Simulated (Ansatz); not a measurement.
**C2H6BClSi: a ladder of functionals and wavefunction methods**

An exercise on one series of results from a longer session: the logs are not shown, and one member is left open.

The runs use Ansatz 0.2.0, Gaussian basis; functionals in def2-TZVPP, the program's frozen cores in correlated methods.

The runs, in order: PBE-D4, r2SCAN-D4, PBE0-D4, B3LYP-D4, ωB97X-V, ωB97M-V, B2PLYP; CCSD(T)/def2-TZVPP; MP2/def2-QZVPP; extrapolation to the limit.

**The geometry**

The geometry comes from an earlier relaxation with PBE0-D4 in a triple-zeta def2 set; it is a stationary point, not always the lowest conformer.

11 atoms, charge 0, spin multiplicity 1.

Atoms are counted from 1 here; the program's logs count them from 0.

Bond lengths: B1–Si2 2.094 Å, B1–C3 1.665 Å, B1–C4 1.594 Å, B1–H6 1.187 Å, B1–H7 1.278 Å, Si2–C3 1.778 Å, Si2–H8 1.481 Å, Si2–H9 1.476 Å, C3–C4 1.476 Å, C3–Cl5 1.740 Å, C4–H10 1.086 Å, C4–H11 1.085 Å. Angles: Si2–B1–C3 55.0°, Si2–B1–C4 94.2°, Si2–B1–H6 126.7°, Si2–B1–H7 58.7°, C3–B1–C4 53.8°, C3–B1–H6 126.0°, C3–B1–H7 108.4°, C4–B1–H6 131.0°, C4–B1–H7 111.0°, H6–B1–H7 113.1°, B1–Si2–C3 50.1°, B1–Si2–H8 118.7°, B1–Si2–H9 117.1°, C3–Si2–H8 125.1°, C3–Si2–H9 117.5°, H8–Si2–H9 113.5°, B1–C3–Si2 74.8°, B1–C3–C4 60.6° and more.

Set-up of the first run:

Contents of in.yaml:

```yaml
crystal:
  periodic: [false, false, false]
  atoms:
    - {symbol: B, position_ang: [-0.779865, 0.133900, -0.546272]}
    - {symbol: Si, position_ang: [-0.131586, -0.054725, 1.435815]}
    - {symbol: C, position_ang: [0.787702, 0.354693, -0.030017]}
    - {symbol: C, position_ang: [0.519403, -0.554986, -1.161278]}
    - {symbol: Cl, position_ang: [1.621643, 1.868213, -0.232837]}
    - {symbol: H, position_ang: [-1.496079, 0.974395, -0.981954]}
    - {symbol: H, position_ang: [-1.368679, -0.650264, 0.273112]}
    - {symbol: H, position_ang: [-0.169357, -1.391426, 2.071585]}
    - {symbol: H, position_ang: [-0.466781, 1.046118, 2.359420]}
    - {symbol: H, position_ang: [0.824167, -0.169336, -2.129423]}
    - {symbol: H, position_ang: [0.724731, -1.613582, -1.037551]}
basis:
  gaussian: {orbitals: def2-TZVPP}
hamiltonian: {xc: pbe, dispersion: d4}
output: {forces: true, orbitals: {seedname: orbitals}}
```

Command:

```
$ ansatz run in.yaml --threads 4 --pin off --events-out ev --progress --plain --max-ram 10444MiB
```

Among the steps run: PBE-D4 (GGA); r2SCAN-D4 (meta-GGA); PBE0-D4 (hybrid); B3LYP-D4 (hybrid); ωB97X-V (range-separated); ωB97M-V (range-separated); B2PLYP (double hybrid); CCSD(T) in def2-TZVPP; MP2 in def2-QZVPP.

One of the session's tables, all rows but one given; the rest of the session is left out.

| method | atomisation energy (kJ/mol) |
| --- | --- |
| PBE-D4 | 3944.6 |
| r2SCAN-D4 | 3889.7 |
| PBE0-D4 | 3894.1 |
| B3LYP-D4 | ? |
| ωB97X-V | 3866.8 |
| ωB97M-V | 3870.0 |
| B2PLYP | 3795.3 |
| HF/def2-TZVPP | 2817.2 |
| MP2/def2-TZVPP | 3815.9 |
| CCSD/def2-TZVPP | 3672.7 |
| CCSD(T)/def2-TZVPP | 3738.5 |
| MP2/CBS | 3913.3 |
| CCSD(T)/CBS | 3835.8 |

**Question.** Estimate the row for B3LYP-D4.

The run gave: atomisation energy (kJ/mol): 3836.2. In the column «atomisation energy (kJ/mol)» it lies between CCSD(T)/CBS (3835.8) and ωB97X-V (3866.8).
